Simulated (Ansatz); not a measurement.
The system is Ba2Tl5V3O12.

```
Ba V Tl O
1.0
     4.23698    2.44622    6.12840
    -4.23698    2.44622    6.12840
     0.00000   -4.89244    6.12840
Ba V Tl O
2 3 5 12
Cartesian
  0.0000 0.0000 9.1926
  0.0000 0.0000 0.0000
  0.0000 2.4462 6.1284
  -2.1185 -1.2231 6.1284
  2.1185 -1.2231 6.1284
  0.0000 -2.4462 3.0642
  2.1185 1.2231 3.0642
  -2.1185 1.2231 3.0642
  0.0000 0.0000 13.6133
  0.0000 0.0000 4.7719
  2.6932 -0.0671 7.4143
  -1.2885 2.3659 7.4143
  -1.4047 -2.2988 7.4143
  -1.4047 2.2988 10.9708
  2.6932 0.0671 10.9708
  -1.2884 -2.3659 10.9708
  -2.6932 0.0671 10.9708
  1.2884 -2.3659 10.9708
  1.4047 2.2988 10.9708
  1.4047 -2.2988 7.4143
  -2.6932 -0.0671 7.4143
  1.2885 2.3659 7.4143
```

The cell was built by a generator and needn't be a form met in nature.

```yaml
Program: Ansatz 0.2.0
Task: relaxation of cell and atoms
Functional: PBEsol
Potentials_or_basis: Ansatz PAW
Cutoff: "420 eV (not typed: the program's choice for these potentials)"
k_mesh: 3 × 3 × 3
Occupations: fermi-dirac, width 0.05 eV
Spin: collinear spin, ferromagnetic start
Starting_moments: "[0.0, 0.0, 2.0, 2.0, 2.0, 0.0, 0.0, 0.0, 0.0, 0.0, 0.0, 0.0, 0.0, 0.0, 0.0, 0.0, 0.0, 0.0, 0.0, 0.0, 0.0, 0.0] μB"
```

At the start: volume 17.32 Å³/atom.

How do energy, volume and symmetry change on relaxing?

It ends after 9 steps and the volume is 16.21 Å³/atom (-6.4 %); space group R-3m (No. 166, to 0.05 Å); moment 1.01 μB per cell.

Step by step:
```csv
step,energy change (eV),largest force (eV/Å),volume (Å³)
1,0.0000,0.2460,381.11
2,-0.1535,0.4768,341.51
3,-0.3356,0.0584,360.81
4,-0.3503,0.0300,358.67
5,-0.3559,0.0194,357.63
6,-0.3558,0.0018,357.76
7,-0.3095,0.0028,357.76
8,-0.3137,0.0029,356.59
9,-0.3103,0.0030,356.59
```

Final structure:
```xyz
22
Lattice="4.1394 2.3899 6.0076 -4.1394 2.3899 6.0076 0.0000 -4.7797 6.0076" Properties=species:S:1:pos:R:3 pbc="T T T"
Ba    0.0000    0.0000    9.0115
Ba    0.0000    0.0000    0.0000
V     0.0000    2.3899    6.0076
V    -2.0697   -1.1949    6.0076
V     2.0697   -1.1949    6.0076
Tl    0.0000   -2.3899    3.0038
Tl    2.0697    1.1949    3.0038
Tl   -2.0697    1.1949    3.0038
Tl    0.0000    0.0000   13.3598
Tl    0.0000    0.0000    4.6631
O     2.6279   -0.0397    7.2833
O    -1.2795    2.2957    7.2833
O    -1.3484   -2.2560    7.2833
O    -1.3484    2.2560   10.7396
O     2.6279    0.0397   10.7396
O    -1.2795   -2.2957   10.7396
O    -2.6279    0.0397   10.7396
O     1.2795   -2.2957   10.7396
O     1.3484    2.2560   10.7396
O     1.3484   -2.2560    7.2833
O    -2.6279   -0.0397    7.2833
O     1.2795    2.2957    7.2833
```

Caveat: the plane-wave basis is chosen anew once the cell has moved, so the energies of steps on either side of that aren't comparable; the pressure holds a Pulay correction of +0.5 GPa for the finite cutoff; the PAW data sets come from PBE, with cores solved anew for the run's functional, which leaves a small shift of forces and pressure.
